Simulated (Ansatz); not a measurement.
# CH₃F₃GeSe: how energies converge with the basis set

An exercise on one series of results from a longer session: the logs are not shown, and one member is left open.

The runs use Ansatz 0.2.0, Gaussian basis; one geometry, several basis sets.

The runs, in order: PBE0-D4/def2-SVP; ωB97M-V/def2-SVP; PBE0-D4/def2-QZVPP; ωB97M-V/def2-QZVPP; the functionals' def2-TZVPP values are taken from earlier runs.

**Structure used throughout**

An earlier PBE0-D4 in a triple-zeta def2 set relaxation fixed the geometry.

9 atoms, charge 0, spin multiplicity 1.

Atoms are counted from 1 here; the program's logs count them from 0.

Bond lengths: C1–Se2 1.963 Å, C1–H7 1.087 Å, C1–H8 1.087 Å, C1–H9 1.089 Å, Se2–Ge3 2.293 Å, Ge3–F4 1.715 Å, Ge3–F5 1.709 Å, Ge3–F6 1.715 Å. Angles: Se2–C1–H7 110.3°, Se2–C1–H8 110.3°, Se2–C1–H9 104.9°, H7–C1–H8 111.5°, H7–C1–H9 109.9°, H8–C1–H9 109.8°, C1–Se2–Ge3 94.9°, Se2–Ge3–F4 113.8°, Se2–Ge3–F5 111.8°, Se2–Ge3–F6 113.8°, F4–Ge3–F5 106.6°, F4–Ge3–F6 103.4°, F5–Ge3–F6 106.7°.

Set-up of the first run:

in.yaml

```yaml
crystal:
  periodic: [false, false, false]
  atoms:
    - {symbol: C, position_ang: [-0.186734, -1.293105, 0.986461]}
    - {symbol: Se, position_ang: [1.377683, -0.654947, -0.013225]}
    - {symbol: Ge, position_ang: [0.300897, 1.150537, -0.928216]}
    - {symbol: F, position_ang: [-1.067433, 0.733742, -1.873808]}
    - {symbol: F, position_ang: [1.335472, 2.061096, -1.939213]}
    - {symbol: F, position_ang: [-0.334724, 2.238881, 0.234419]}
    - {symbol: H, position_ang: [-0.500364, -0.546690, 1.711621]}
    - {symbol: H, position_ang: [-0.992544, -1.547451, 0.302855]}
    - {symbol: H, position_ang: [0.156248, -2.188265, 1.502105]}
basis:
  gaussian: {orbitals: def2-SVP}
hamiltonian: {xc: pbe0, dispersion: d4}
output: {orbitals: {seedname: orbitals}}
```

The run is started by

```bash
ansatz run in.yaml --threads 4 --pin off --events-out ev --progress --plain --max-ram 11315MiB
```

Steps of the session up to this table: PBE0-D4 in def2-SVP; ωB97M-V in def2-SVP; PBE0-D4 in def2-QZVPP; ωB97M-V in def2-QZVPP.

One of the session's tables, all rows but one given; the rest of the session is left out.

It belongs to the step «Functionals by basis». 

```
functional       basis  HOMO (eV)
   PBE0-D4    def2-SVP      -7.68
   PBE0-D4  def2-TZVPP      -7.75
   PBE0-D4  def2-QZVPP      -7.78
   ωB97M-V    def2-SVP          ?
   ωB97M-V  def2-TZVPP      -9.94
   ωB97M-V  def2-QZVPP      -9.97
```

**Question.** Estimate the row for ωB97M-V, def2-SVP.

The run gave: HOMO (eV): -9.85. In the column «HOMO (eV)» it lies between ωB97M-V, def2-TZVPP (-9.94) and PBE0-D4, def2-QZVPP (-7.78).
